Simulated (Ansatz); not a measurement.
Zn12H2O: projected density of states with RPBE

Slab: Zn12H2O, a slab with vacuum.

```
Zn O H
1.0
     5.32960    0.00000    0.00000
     0.00000    4.94670    0.00000
     0.00000    0.00000   23.92513
Zn O H
12 1 2
Direct
  0.50000 0.75000 0.33438
  0.00000 0.75000 0.33438
  0.75000 0.25000 0.36653
  0.25000 0.25000 0.36653
  0.75000 0.75000 0.43084
  0.25000 0.75000 0.43084
  0.00000 0.25000 0.46299
  0.50000 0.25000 0.46299
  0.00000 0.75000 0.52729
  0.50000 0.75000 0.52729
  0.25000 0.25000 0.55945
  0.75000 0.25000 0.55945
  0.60098 0.79859 0.64138
  0.45991 0.70368 0.62293
  0.75000 0.75000 0.61880
```

The cell isn't the ideal one: H2O (tilted) over a bridge site of the (1 0 0) slab of Zn, cut from the database cell, not relaxed.

```yaml
Program: Ansatz 0.2.0
Task: projected density of states
Functional: RPBE
Potentials_or_basis: Ansatz PAW
Cutoff: "420 eV (not typed: the program's choice for these potentials)"
k_mesh: 5 × 6 × 1
Occupations: fermi-dirac, width 0.05 eV
Spin: no spin polarisation
Boundary_along_the_surface_normal: dipole_correction
Miller: "[1, 0, 0]"
Adsorbate: H2O
Bulk_formula: Zn
```

```yaml
Largest_force: 0.694 eV/Å
Band_gap_on_the_k_mesh: none (metal or under the smearing width)
Density_of_states_at_the_Fermi_level: 4.65 states/eV per cell
Work_function_of_the_upper_face: 5.13 eV
Work_function_of_the_lower_face: 4.12 eV
Dipole_across_the_slab: -0.148 e·Å
```

Forces in eV/Å, atoms in the order of the input:
```
Zn   0.003  0.005 -0.111
Zn  -0.004 -0.006 -0.149
Zn  -0.015  0.001 -0.575
Zn   0.017  0.003 -0.601
Zn  -0.005 -0.019  0.263
Zn   0.003 -0.021  0.240
Zn  -0.002  0.010 -0.287
Zn  -0.004 -0.021 -0.184
Zn   0.133 -0.007  0.380
Zn  -0.096 -0.001 -0.008
Zn  -0.086  0.039  0.028
Zn   0.055  0.012  0.029
O    0.043 -0.050  0.139
H    0.506  0.112  0.414
H   -0.547 -0.058  0.423
```

Levels at points of the mesh, in eV from the Fermi level:
| k point | band 72 | band 73 | band 74 | band 75 | band 76 | band 77 | band 78 | band 79 | band 80 | band 81 |
| --- | --- | --- | --- | --- | --- | --- | --- | --- | --- | --- |
| (0.00, 0.00, 0.00) | -1.87 | -1.85 | -1.55 | -0.93 | -0.71 | 0.62 | 0.68 | 1.34 | 1.67 | 1.82 |
| (0.00, -0.50, 0.00) | -2.26 | -1.90 | -1.89 | -1.04 | -0.99 | -0.19 | 0.04 | 0.57 | 0.59 | 2.26 |

States per cell in windows of 1 eV (zero at the Fermi level; states under -8 eV left out):
```csv
from (eV),total,Zn 3d,Zn 4s,O 2p,H 1s,O 2s
-8.0,83.71,81.42,1.91,0.10,0.02,0.02
-7.0,33.70,32.14,1.32,0.13,0.02,0.03
-6.0,3.88,0.60,1.69,1.14,0.12,0.19
-5.0,3.06,0.35,2.12,0.33,0.01,0.02
-4.0,4.53,0.26,2.40,1.36,0.01,0.00
-3.0,3.55,0.17,2.22,0.41,0.01,0.00
-2.0,4.01,0.13,2.32,0.12,0.05,0.00
-1.0,4.57,0.08,1.63,0.08,0.09,0.01
0.0,3.64,0.05,0.97,0.04,0.06,0.01
1.0,4.97,0.06,1.60,0.04,0.08,0.01
2.0,4.83,0.04,1.01,0.03,0.08,0.01
3.0,5.80,0.03,0.61,0.05,0.25,0.04
4.0,7.09,0.02,0.40,0.07,0.32,0.05
5.0,8.51,0.01,0.31,0.06,0.22,0.03
6.0,10.16,0.01,0.20,0.07,0.25,0.02
7.0,11.70,0.01,0.18,0.08,0.23,0.02
```

Wall time 2.4 min on 4 threads of Arm Neoverse V2 (shared host), peak memory 3.1 GiB.

Caveat: the PAW data sets come from PBE, with cores solved anew for the run's functional, which leaves a small shift of forces and pressure.
